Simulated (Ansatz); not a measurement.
**C₂H₆AlFO: two torsions**

How does the energy of C₂H₆AlFO, SMILES C[O][AlH][CH2]F change over two coordinates at once? A grid of runs gives the map.

The runs use Ansatz 0.2.0; RHF/def2-SVP.

## (1) Where the work starts

SMILES `C[O][AlH][CH2]F`, 11 atoms, charge 0, spin multiplicity 1.

Atoms are counted from 1 here; the program's logs count them from 0.

Bond lengths: C1–O2 1.407 Å, C1–H6 1.114 Å, C1–H7 1.113 Å, C1–H8 1.112 Å, O2–Al3 1.712 Å, Al3–C4 1.999 Å, Al3–H9 1.594 Å, C4–F5 1.408 Å, C4–H10 1.118 Å, C4–H11 1.117 Å. Angles: O2–C1–H6 110.3°, O2–C1–H7 110.3°, O2–C1–H8 112.6°, H6–C1–H7 107.2°, H6–C1–H8 108.2°, H7–C1–H8 108.2°, C1–O2–Al3 135.4°, O2–Al3–C4 119.2°, O2–Al3–H9 116.4°, C4–Al3–H9 124.4°, Al3–C4–F5 110.4°, Al3–C4–H10 112.2°, Al3–C4–H11 111.6°, F5–C4–H10 108.6°, F5–C4–H11 108.7°, H10–C4–H11 105.1°.

As a file:

```mol
C2H6AlFO
  3D, bonds by distance, orders not assigned

 11 10  0  0  0  0  0  0  0  0999 V2000
   -0.0037    1.3860    1.3699 C   0  0
    0.6136    0.1251    1.2743 O   0  0
    0.6763   -1.1160    0.0967 Al  0  0
   -0.3706   -0.9106   -1.5933 C   0  0
   -1.2705    0.1667   -1.4861 F   0  0
    0.7660    2.1892    1.4237 H   0  0
   -0.6096    1.4488    2.3018 H   0  0
   -0.6704    1.6020    0.5061 H   0  0
    1.5941   -2.3730    0.4413 H   0  0
    0.2882   -0.7391   -2.4797 H   0  0
   -0.9481   -1.8364   -1.8338 H   0  0
  1  2  8  0
  1  6  8  0
  1  7  8  0
  1  8  8  0
  2  3  8  0
  3  4  8  0
  3  9  8  0
  4  5  8  0
  4 10  8  0
  4 11  8  0
M  END
```

This geometry comes from a loose relaxation at PBE in a small basis, which is not shown.

## (3) Setting up the map

The axes are (1) dihedral C1–O2–Al3–C4: 15 values from −180 to 156 °, periodic; (2) dihedral O2–Al3–C4–F5: 15 values from −180 to 156 °, periodic.

Nothing else is relaxed (all other coordinates rigid). Energies count from the relaxed molecule at the same level. Points are written as (first, second).

(The set-up runs are not shown.)

## (4) The run at (−12°, 12°)

Contents of input.yaml:

```yaml
crystal:
  periodic: [false, false, false]
  atoms:
    - { symbol: C, position_ang: [-0.010581, 1.436487, 1.467729] }
    - { symbol: O, position_ang: [0.548114, 0.213564, 1.142206] }
    - { symbol: Al, position_ang: [0.666487, -1.039921, 0.04141] }
    - { symbol: C, position_ang: [-0.611184, -1.1862, -1.478617] }
    - { symbol: F, position_ang: [-1.349325, -0.022903, -1.609657] }
    - { symbol: H, position_ang: [0.770402, 2.189559, 1.595307] }
    - { symbol: H, position_ang: [-0.559732, 1.364814, 2.40933] }
    - { symbol: H, position_ang: [-0.699979, 1.786712, 0.695642] }
    - { symbol: H, position_ang: [1.806709, -2.10624, 0.225372] }
    - { symbol: H, position_ang: [-0.106013, -1.369994, -2.432387] }
    - { symbol: H, position_ang: [-1.31496, -2.015574, -1.353862] }
basis:
  gaussian: { orbitals: def2-SVP }
hamiltonian:
  xc: hf
output:
  forces: true
```

Run with:

```sh
ansatz run input.yaml --threads 1 --pin off --max-ram 2560MiB --backend cpu --events-out ev --progress --plain --runs-dir out
```

Further runs follow: the other points that were computed.

What does the calculation give? Wanted: lowest point; highest computed point; largest force on an atom; dipole moment.

**Answer**, as computed:

| quantity | value |
| --- | --- |
| lowest point | (−12°, 12°), 0.15 kcal/mol |
| highest computed point | (84°, 84°), 3.92 kcal/mol above the lowest |
| largest force on an atom (eV/Å) | 0.07 at (12°, −12°) to 0.50 at (−132°, 108°); 0.07 at the lowest point |
| dipole moment (D) | 0.77 at (−12°, 12°) to 3.14 at (−84°, −132°); 0.77 at the lowest point |
| time for the whole task | 6.8 min on 1 thread, shared host |

What this shows: The lowest computed point is at (−12°, 12°), 0.15 kcal/mol from the relaxed molecule at the same level. There are further wells near (−180°, −180°) (0.12 kcal/mol above the lowest at that grid point); (−12°, −180°) (0.70 kcal/mol above the lowest at that grid point); (−180°, 12°) (0.86 kcal/mol above the lowest at that grid point). The highest computed point, (84°, 84°), lies 3.92 kcal/mol above the lowest. On the interpolated surface the easiest way out of the lowest well to the well at (−12°, −180°) passes a barrier of about 1.8 kcal/mol. Round the minimum the valley is somewhat tilted: raising dihedral C1–O2–Al3–C4 shifts the best value of dihedral O2–Al3–C4–F5 downwards (coupling k₁₂/√(k₁₁k₂₂) about 0.2).
